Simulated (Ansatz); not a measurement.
Sn, space group Im-3m: an equation of state with a fit, run with Ansatz's Python interface.

Script `eos_sn.py`:
```python
"""Bulk modulus of Sn from an E(V) curve."""

import ansatz as az
from ase.eos import EquationOfState
from ase.units import GPa
import numpy as np

VECTORS = np.array([
    [-1.894652, 1.894652, 1.894652],
    [1.894652, -1.894652, 1.894652],
    [1.894652, 1.894652, -1.894652],
])
SITES = [
    ("Sn", (0.0, 0.0, 0.0)),
]


def make_crystal(cell):
    crystal = az.Crystal(lattice=az.Lattice.of(cell))
    for symbol, position in SITES:
        crystal = crystal.atom(symbol, position)
    return crystal


def main() -> None:
    # scale the volume, keep shape and fractions
    volumes, energies, pressures = [], [], []
    for scale in np.linspace(0.94, 1.06, 7):
        cell = VECTORS * scale ** (1 / 3)
        setup = (
            make_crystal(cell).calculation()
            .basis(34 * az.Ry)
            .occupations(az.OccupationsMethod.FERMI_DIRAC, width=0.1)
            .functional(az.Functional.PBESOL)
            .scf(max_iterations=75)
            .kpoints(11, 11, 11)
            .stress()
        )
        data = setup.run(threads=1).report
        volumes.append(abs(np.linalg.det(cell)) / len(SITES))
        energies.append(data["free_energy_ev"] / len(SITES))
        pressures.append(np.trace(data["stress_gpa"]) / 3)
        print(f"V = {volumes[-1]:8.4f} A^3/atom  F = {energies[-1]:.5f} eV/atom  P = {pressures[-1]:8.3f} GPa")

    eos = EquationOfState(volumes, energies, eos="birchmurnaghan")
    v0, e0, bulk = eos.fit()
    print(f"V0 = {v0:.4f} A^3/atom, E0 = {e0:.5f} eV/atom, B = {bulk / GPa:.1f} GPa")
    eos.plot("eos.png")


if __name__ == "__main__":
    main()
```

Where does the minimum lie against the volume typed, and how stiff is the crystal?

A third-order Birch-Murnaghan fit through the 7 points has its minimum at 26.31 Å³ an atom, 3.3 % below the typed cell, with a bulk modulus of 55 GPa and dB/dP = 4.7. From that minimum the energy rises by 3.7 meV an atom on the compressed side and 35.2 meV on the expanded side. The window is off centre, so dB/dP is rough.

What the script printed:

```console
$ python eos_sn.py
V =  25.5727 A^3/atom  F = -5949.75054 eV/atom  P =    1.664 GPa
V =  26.1168 A^3/atom  F = -5949.75401 eV/atom  P =    0.403 GPa
V =  26.6609 A^3/atom  F = -5949.75344 eV/atom  P =   -0.717 GPa
V =  27.2050 A^3/atom  F = -5949.74928 eV/atom  P =   -1.712 GPa
V =  27.7491 A^3/atom  F = -5949.74194 eV/atom  P =   -2.596 GPa
V =  28.2932 A^3/atom  F = -5949.73176 eV/atom  P =   -3.381 GPa
V =  28.8373 A^3/atom  F = -5949.71907 eV/atom  P =   -4.079 GPa
V0 = 26.3055 A^3/atom, E0 = -5949.75424 eV/atom, B = 55.1 GPa
```

Reading the output:
- Total energies depend on the potentials; only differences at equal settings carry meaning.
- For a metal this k-point mesh is coarse: on a finer one energies can move by several to tens of meV an atom and pressures by half a GPa or more, differences at one mesh by less.
- Pressure is positive in compression.
- This isn't the structure that Sn takes at ambient conditions.
- Hardware and time: 7.7 s on 1 thread of Arm Neoverse V2, on a shared host, peak memory 0.35 GiB.
